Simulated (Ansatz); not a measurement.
# C₃H₄F₂Si: basis-set convergence

One table from this session's results is given with a row withheld; the runs are named, their logs left out.

The runs use Ansatz 0.2.0, Gaussian basis; one geometry, several basis sets.

Plan: PBE0-D4/def2-SVP; ωB97M-V/def2-SVP; PBE0-D4/def2-QZVPP; ωB97M-V/def2-QZVPP; the functionals' def2-TZVPP values are taken from earlier runs.

### The relaxed structure

All runs share one geometry, relaxed beforehand with PBE0-D4 in a triple-zeta def2 set.

SMILES `C#C[SiH](F)CF`, 10 atoms, charge 0, spin multiplicity 1.

Atoms are counted from 1 here; the program's logs count them from 0.

Bond lengths: C1–C2 1.206 Å, C1–H7 1.066 Å, C2–Si3 1.815 Å, Si3–F4 1.598 Å, Si3–C5 1.883 Å, Si3–H8 1.478 Å, C5–F6 1.390 Å, C5–H9 1.095 Å, C5–H10 1.095 Å. Angles: C2–C1–H7 179.9°, C1–C2–Si3 178.4°, C2–Si3–F4 109.1°, C2–Si3–C5 110.5°, C2–Si3–H8 110.1°, F4–Si3–C5 106.7°, F4–Si3–H8 108.7°, C5–Si3–H8 111.6°, Si3–C5–F6 109.1°, Si3–C5–H9 111.1°, Si3–C5–H10 111.5°, F6–C5–H9 108.5°, F6–C5–H10 108.6°, H9–C5–H10 108.0°.

The first run:

The input, in.yaml:

```yaml
crystal:
  periodic: [false, false, false]
  atoms:
    - {symbol: C, position_ang: [1.527070, 0.032918, 2.126912]}
    - {symbol: C, position_ang: [0.743318, -0.283514, 1.267021]}
    - {symbol: Si, position_ang: [-0.453403, -0.713692, -0.027847]}
    - {symbol: F, position_ang: [0.021524, -2.054435, -0.755605]}
    - {symbol: C, position_ang: [-0.509061, 0.629456, -1.346986]}
    - {symbol: F, position_ang: [-1.009032, 1.799045, -0.786060]}
    - {symbol: H, position_ang: [2.220106, 0.311231, 2.888184]}
    - {symbol: H, position_ang: [-1.785184, -0.945340, 0.568944]}
    - {symbol: H, position_ang: [-1.159149, 0.338197, -2.179117]}
    - {symbol: H, position_ang: [0.486812, 0.835132, -1.752450]}
basis:
  gaussian: {orbitals: def2-SVP}
hamiltonian: {xc: pbe0, dispersion: d4}
output: {orbitals: {seedname: orbitals}}
```

Among the steps run: PBE0-D4 in def2-SVP; ωB97M-V in def2-SVP; PBE0-D4 in def2-QZVPP; ωB97M-V in def2-QZVPP.

One table of the session follows, with a row left open; its other results are not shown here.

It belongs to the step «Density functionals: the series». 

| functional | basis | HOMO (eV) |
| --- | --- | --- |
| PBE0-D4 | def2-SVP | -8.37 |
| PBE0-D4 | def2-TZVPP | -8.47 |
| PBE0-D4 | def2-QZVPP | ? |
| ωB97M-V | def2-SVP | -10.60 |
| ωB97M-V | def2-TZVPP | -10.71 |
| ωB97M-V | def2-QZVPP | -10.73 |

Estimate the missing values for PBE0-D4, def2-QZVPP.

As computed: HOMO (eV): -8.49. In the column «HOMO (eV)» it lies between ωB97M-V, def2-SVP (-10.60) and PBE0-D4, def2-TZVPP (-8.47).
